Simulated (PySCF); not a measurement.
# Zn: changing the method

Starting from one script, swap the method and compare what comes out for Zn.

The runs use PySCF 2.14.0; each script names its method and basis.

## 1. The atom

Zn: 1 atom, charge 0, spin multiplicity 1.

## 2. The run that the others are compared with

Contents of input.py:

```python
from pyscf import gto, scf, cc

mol = gto.M(
    atom='Zn 0 0 0',
    basis='jorge-dzp',
    charge=0,
    spin=0,
    verbose=4,
)
mf = scf.RHF(mol)
mf.kernel()
mycc = cc.CCSD(mf, frozen=5)
mycc.kernel()
e = mycc.eeccsd(nroots=4)[0]
print('roots (eV) =', (e*27.211386).round(3))
mf.dip_moment()
print('orbital energies (hartree):', mf.mo_energy[..., max(0, mol.nelec[1]-3):mol.nelec[0]+3].round(4))
```

Command:

```bash
> OMP_NUM_THREADS=1 python input.py
```

The log of this run is left out.

In short: E(SCF) = -1777.675482 Eh, 7 cycles, E(CCSD) − E(SCF) = -0.42306 Eh, excitation roots 3.635, 3.635, 3.635, 3.635 eV.

## 3. Stability test

Edit 1 changes step after the SCF: eomee → stability.

Contents of input.py:

```python
from pyscf import gto, scf

mol = gto.M(
    atom='Zn 0 0 0',
    basis='jorge-dzp',
    charge=0,
    spin=0,
    verbose=4,
)
mf = scf.RHF(mol)
mf.kernel()
mf.stability(internal=True, external=True)
mf.dip_moment()
print('orbital energies (hartree):', mf.mo_energy[..., max(0, mol.nelec[1]-3):mol.nelec[0]+3].round(4))
```

Command:

```bash
> OMP_NUM_THREADS=1 python input.py
```

## 4. UHF

Edit 2 changes SCF type: RHF → UHF.

Changes to input.py since step 2:

```diff
@@ -9,3 +9,3 @@
 )
-mf = scf.RHF(mol)
+mf = scf.UHF(mol)
 mf.kernel()
@@ -16,2 +16,2 @@
 mf.dip_moment()
-print('orbital energies (hartree):', mf.mo_energy[..., max(0, mol.nelec[1]-3):mol.nelec[0]+3].round(4))
+print('orbital energies (hartree):', [e[max(0, n-3):n+3].round(4) for e, n in zip(mf.mo_energy, mol.nelec)])
```

## 5. Frozen orbitals none

Edit 3 changes frozen orbitals: 5 → none.

Changes to input.py since step 2:

```diff
@@ -11,3 +11,3 @@
 mf.kernel()
-mycc = cc.CCSD(mf, frozen=5)
+mycc = cc.CCSD(mf)
 mycc.kernel()
```

## 6. X3lyp (RKS)

Edit 4 changes functional: none (Hartree–Fock) → x3lyp; SCF type: RHF → RKS; step after the SCF: eomee → analyze.

Contents of input.py:

```python
from pyscf import gto, dft

mol = gto.M(
    atom='Zn 0 0 0',
    basis='jorge-dzp',
    charge=0,
    spin=0,
    verbose=4,
)
mf = dft.RKS(mol, xc='x3lyp')
mf.kernel()
mf.analyze()
print('orbital energies (hartree):', mf.mo_energy[..., max(0, mol.nelec[1]-3):mol.nelec[0]+3].round(4))
```

**Question.** What will these runs give? Wanted: for each run, E(SCF); from base; gap; after the SCF.

The runs gave:

| run | E(SCF) (hartree) | from base (eV) | cycles | gap (eV) | after the SCF |
| --- | --- | --- | --- | --- | --- |
| base | -1777.675482 | 0 | 7 | 9.58 | CCSD correlation -11.512 eV, core frozen, first root 3.63 eV |
| stability test | -1777.675482 | 0.0000 | 7 | 9.58 | stable |
| UHF | -1777.675482 | 0.0000 | 7 | 9.58 | CCSD correlation -11.512 eV, core frozen, first root 3.63 eV |
| frozen orbitals none | -1777.675482 | 0.0000 | 7 | 9.58 | CCSD correlation -15.017 eV, first root 3.63 eV |
| x3lyp (RKS) | -1779.212148 | not comparable | 7 | 5.78 | n/a |

**Reading.** With UHF the SCF ends at the base energy. A lower total energy from another functional means nothing by itself. The dearest run is “UHF”, at 22 s against 6 s.
